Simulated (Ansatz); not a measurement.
**CH4FO2Si radical: one species, many methods**

An exercise on one series of results from a longer session: the logs are not shown, and one member is left open.

Program: Ansatz 0.2.0, Gaussian basis. Level of theory: functionals in def2-TZVPP, the program's frozen cores in correlated methods. These are calculated values, not measurements.

Levels to be run: LDA (SPW92), PBE-D4, revPBE-D4, BLYP-D4, r2SCAN-D4, B97M-V, PBE0-D4, B3LYP-D4, r2SCANh-D4, r2SCAN0-D4, HSE06-D4, BHLYP-D4, CAM-B3LYP-D4, LC-ωPBE, ωB97X-V, ωB97M-V, B2PLYP, PBE-QIDH; CCSD(T)/def2-SVP; CCSD(T)/def2-TZVPP; MP2/def2-QZVPP; extrapolation to the limit; RPA on PBE.

## The relaxed structure

The geometry comes from an earlier relaxation with PBE0-D4 in a triple-zeta def2 set; it is a stationary point, not always the lowest conformer.

9 atoms, charge 0, spin multiplicity 2.

Atoms are counted from 1 here; the program's logs count them from 0.

Bond lengths: C1–O2 1.414 Å, C1–H6 1.090 Å, C1–H7 1.094 Å, C1–H8 1.094 Å, O2–Si3 1.632 Å, Si3–O4 1.632 Å, Si3–F5 1.596 Å, O4–H9 0.959 Å. Angles: O2–C1–H6 107.8°, O2–C1–H7 111.5°, O2–C1–H8 111.0°, H6–C1–H7 108.7°, H6–C1–H8 108.9°, H7–C1–H8 108.9°, C1–O2–Si3 125.8°, O2–Si3–O4 108.4°, O2–Si3–F5 110.6°, O4–Si3–F5 105.7°, Si3–O4–H9 117.0°.

Set-up of the first run:

The input, in.yaml:

```yaml
crystal:
  periodic: [false, false, false]
  atoms:
    - {symbol: C, position_ang: [-1.470941, -0.166370, 0.285602]}
    - {symbol: O, position_ang: [-0.176355, -0.422348, -0.222387]}
    - {symbol: Si, position_ang: [1.195862, 0.328509, 0.241774]}
    - {symbol: O, position_ang: [2.418024, -0.205179, -0.698221]}
    - {symbol: F, position_ang: [1.096195, 1.897798, -0.030999]}
    - {symbol: H, position_ang: [-2.157534, -0.876453, -0.176239]}
    - {symbol: H, position_ang: [-1.508664, -0.297938, 1.371271]}
    - {symbol: H, position_ang: [-1.794420, 0.848902, 0.039939]}
    - {symbol: H, position_ang: [2.486332, -1.153220, -0.827940]}
basis:
  gaussian: {orbitals: def2-TZVPP}
magnetization: {spin_polarized: true, initial_magnetization: 1}
hamiltonian: {xc: lda}
output: {orbitals: {seedname: orbitals}}
```

Among the steps run: LDA; PBE-D4 (GGA); revPBE-D4 (GGA); BLYP-D4 (GGA); r2SCAN-D4 (meta-GGA); B97M-V (meta-GGA); PBE0-D4 (hybrid); B3LYP-D4 (hybrid); r2SCANh-D4 (hybrid); r2SCAN0-D4 (hybrid); HSE06-D4 (hybrid); BHLYP-D4 (hybrid); CAM-B3LYP-D4 (range-separated); LC-ωPBE-D4 (range-separated; the results give it without D4); ωB97X-V (range-separated); ωB97M-V (range-separated); B2PLYP (double hybrid); PBE-QIDH (double hybrid).

One of the session's tables, all rows but one given; the rest of the session is left out.

It belongs to the step «Frontier levels by functional». 

| functional | HOMO (eV) | LUMO (eV) | gap (eV) |
| --- | --- | --- | --- |
| LDA (SPW92) | -4.99 | -3.62 | 1.37 |
| PBE-D4 | -4.97 | -3.12 | 1.85 |
| revPBE-D4 | -4.94 | -2.94 | 2.00 |
| BLYP-D4 | -4.80 | -3.21 | 1.59 |
| r2SCAN-D4 | -5.36 | -2.59 | 2.77 |
| B97M-V | -5.02 | -3.37 | 1.65 |
| PBE0-D4 | -6.29 | -2.16 | 4.13 |
| B3LYP-D4 | -6.01 | -2.63 | 3.38 |
| r2SCANh-D4 | -5.84 | -2.29 | 3.55 |
| r2SCAN0-D4 | -6.57 | -1.85 | 4.72 |
| HSE06-D4 | ? | ? | ? |
| BHLYP-D4 | -7.47 | -1.42 | 6.05 |
| CAM-B3LYP-D4 | -7.61 | -1.35 | 6.25 |
| LC-ωPBE | -9.03 | 0.23 | 9.26 |
| ωB97X-V | -8.51 | -0.43 | 8.08 |
| ωB97M-V | -8.11 | -0.62 | 7.50 |

Estimate the missing values for HSE06-D4.

The run gave: HOMO (eV): -5.89; LUMO (eV): -2.54; gap (eV): 3.34. In the column «HOMO (eV)» it lies between B3LYP-D4 (-6.01) and r2SCANh-D4 (-5.84).
